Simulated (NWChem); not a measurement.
**GaSiH4O (SMILES [SiH3][O][GaH]): UHF/6-31G(d) (spherical functions)**

Wanted: a structure relaxation of GaSiH4O. 

Program for the calculation: NWChem 7.3.0.

**1. The structure to begin with**

GaSiH4O has 7 atoms, charge 0, and is taken as a doublet. SMILES: `[SiH3][O][GaH]`. Geometry: relaxed at PBE0-D4/def2-TZVP. This is one conformer, not always the lowest. The run starts from this shape.

Bond lengths: Si1–O2 1.632 Å, O2–Ga3 1.793 Å, Si1–H4 1.488 Å, Si1–H5 1.491 Å, Si1–H6 1.488 Å, Ga3–H7 1.605 Å. Angles: Si1–O2–Ga3 142.9°, O2–Si1–H4 109.9°, O2–Si1–H5 111.5°, O2–Si1–H6 109.9°, O2–Ga3–H7 113.7°, H4–Si1–H5 108.4°, H4–Si1–H6 108.7°, H5–Si1–H6 108.3°.

**2. A geometry optimisation at UHF/6-31G(d) (spherical functions)**

Input file gah4osi.xyz:

```xyz
7
GaH4OSi
Si    -0.907100     0.576700    -0.244500
O      0.281700    -0.375400     0.340400
Ga     1.972300    -0.895800     0.047800
H     -2.099000    -0.248300    -0.578700
H     -0.473700     1.297400    -1.475800
H     -1.295700     1.586500     0.776300
H      2.521500    -1.941000     1.134400
```

Input file gah4osi.nw:

```
start gah4osi
title "GaH4OSi"
memory 2200 mb
geometry
  load gah4osi.xyz
end
basis "ao basis" spherical bse
  * library 6-31G*
end
scf
  nopen 1
  uhf
  thresh 1e-07
  maxiter 80
  print low
end
driver
  maxiter 60
end
freq
  temp 3 298.15 400 700
end
task scf optimize
task scf frequencies
```

Command:

```console
$ nwchem gah4osi.nw > gah4osi.out
```

The log of the run:

```text
[...]
  functions       =    72
[...]
  wavefunction    = UHF
[...]
         Total SCF energy =  -2289.099739779645
[...]
@    0   -2289.09973978  0.0D+00  0.00441  0.00195  0.00000  0.00000     32.9
[...]
         Total SCF energy =  -2289.099940032427
[...]
@    1   -2289.09997386 -2.3D-04  0.00041  0.00016  0.01798  0.04183     74.0
[...]
@    3   -2289.09998602 -5.4D-06  0.00057  0.00015  0.00844  0.02266    150.7
[...]
         Total SCF energy =  -2289.099987809299
[...]
@    4   -2289.09998781 -1.8D-06  0.00017  0.00005  0.00521  0.01297    187.9
[...]
         Total SCF energy =  -2289.099987911866
[...]
         Total SCF energy =  -2289.099987921656
[...]
                         UHF ENERGY GRADIENTS
    atom               coordinates                        gradient
                 x          y          z           x          y          z
   1 Si      0.200445   3.842279   0.000342   -0.000007  -0.000021   0.000001
   2 O      -0.806957   0.937041   0.000295    0.000022   0.000003  -0.000001
   3 Ga      0.120924  -2.320539  -0.000283   -0.000019   0.000018   0.000000
   4 H      -0.711885   5.201421  -2.259511    0.000007  -0.000004   0.000010
   5 H       2.996737   3.948545  -0.005896   -0.000024  -0.000003  -0.000000
   6 H      -0.701563   5.197935   2.266451    0.000008  -0.000004  -0.000010
   7 H      -2.165481  -4.311912   0.000405    0.000012   0.000011  -0.000000
[...]
@    5   -2289.09998792 -1.1D-07  0.00004  0.00001  0.00042  0.00116    219.9
[...]
      Optimization converged
[...]
@    5   -2289.09998792 -1.1D-07  0.00004  0.00001  0.00042  0.00116    219.9
[...]
         Total SCF energy =  -2289.099987921657
      One electron energy =  -3643.081054083203
      Two electron energy =   1127.259376528436
 Nuclear repulsion energy =    226.721689633110
                       Sz =      0.5000
                 Sz(Sz+1) =      0.7500
                      S^2 =      0.7610
[...]
 Zero-Point correction to Energy  =   23.135 kcal/mol  (  0.036868 au)
 Thermal correction to Energy     =   35.504 kcal/mol  (  0.056578 au)
 Thermal correction to Enthalpy   =   36.894 kcal/mol  (  0.058794 au)
 Total Entropy                    =   98.626 cal/mol-K
   - Translational                =   44.404 cal/mol-K (mol. weight = 116.9288)
   - Rotational                   =   27.456 cal/mol-K (symmetry #  =        1)
   - Vibrational                  =   26.766 cal/mol-K
 Cv (constant volume heat capacity) =   25.820 cal/mol-K
   - Translational                  =    2.979 cal/mol-K
   - Rotational                     =    2.979 cal/mol-K
   - Vibrational                    =   19.861 cal/mol-K
[...]
 Normal Eigenvalue ||           Projected Infra Red Intensities
  Mode   [cm**-1]  || [atomic units] [(debye/angs)**2] [(KM/mol)] [arbitrary]
 ------ ---------- || -------------- ----------------- ---------- -----------
    1       -0.000 ||    0.003160           0.073         3.081       0.252
    2        0.000 ||    0.000044           0.001         0.043       0.004
    3        0.000 ||    0.000000           0.000         0.000       0.000
    4        0.000 ||    0.000170           0.004         0.166       0.014
    5        0.000 ||    0.000285           0.007         0.278       0.023
    6        0.000 ||    0.000107           0.002         0.104       0.009
    7       31.523 ||    0.003104           0.072         3.026       0.247
    8      106.412 ||    0.002350           0.054         2.291       0.187
    9      129.868 ||    0.000148           0.003         0.144       0.012
   10      491.164 ||    0.019518           0.450        19.027       1.556
   11      603.427 ||    0.094677           2.184        92.296       7.548
   12      800.334 ||    0.087548           2.020        85.346       6.980
   13      812.906 ||    0.122140           2.818       119.068       9.737
   14     1055.566 ||    0.144485           3.333       140.851      11.519
[...]
```

Run time: 5 min. Hardware: 1 thread of AMD EPYC 7B13 (Zen 3), shared host; peak memory 0.14 GiB.

Steps, from the record of the run:

```tsv
step	energy from the first frame kept (eV)
0	0.0000
1	-0.0064
2	-0.0066
3	-0.0067
4	-0.0067
5	-0.0068
```

After the run. Bond lengths: Si1–O2 1.627 Å, O2–Ga3 1.792 Å, Si1–H4 1.477 Å, Si1–H5 1.481 Å, Si1–H6 1.477 Å, Ga3–H7 1.604 Å. Angles: Si1–O2–Ga3 145.0°, O2–Si1–H4 110.7°, O2–Si1–H5 111.3°, O2–Si1–H6 110.7°, O2–Ga3–H7 115.2°, H4–Si1–H5 107.8°, H4–Si1–H6 108.4°, H5–Si1–H6 107.8°.

**3. Outcome**

Level: UHF/6-31G* (spherical functions).

```
                   quantity           value
    total energy at the end  -2289.09999 Eh
                       ⟨S²⟩           0.761
 lowest harmonic wavenumber         32 cm⁻¹
highest harmonic wavenumber       2382 cm⁻¹
          zero-point energy     96.8 kJ/mol
```

At the final geometry: Bond lengths: Si1–O2 1.627 Å, O2–Ga3 1.792 Å, Si1–H4 1.477 Å, Si1–H5 1.481 Å, Si1–H6 1.477 Å, Ga3–H7 1.604 Å. Angles: Si1–O2–Ga3 145.0°, O2–Si1–H4 110.7°, O2–Si1–H5 111.3°, O2–Si1–H6 110.7°, O2–Ga3–H7 115.2°, H4–Si1–H5 107.8°, H4–Si1–H6 108.4°, H5–Si1–H6 107.8°. All 15 modes are real, so the shape is a minimum at this level. The optimisation took 6 steps and changed the energy by -0.007 eV.
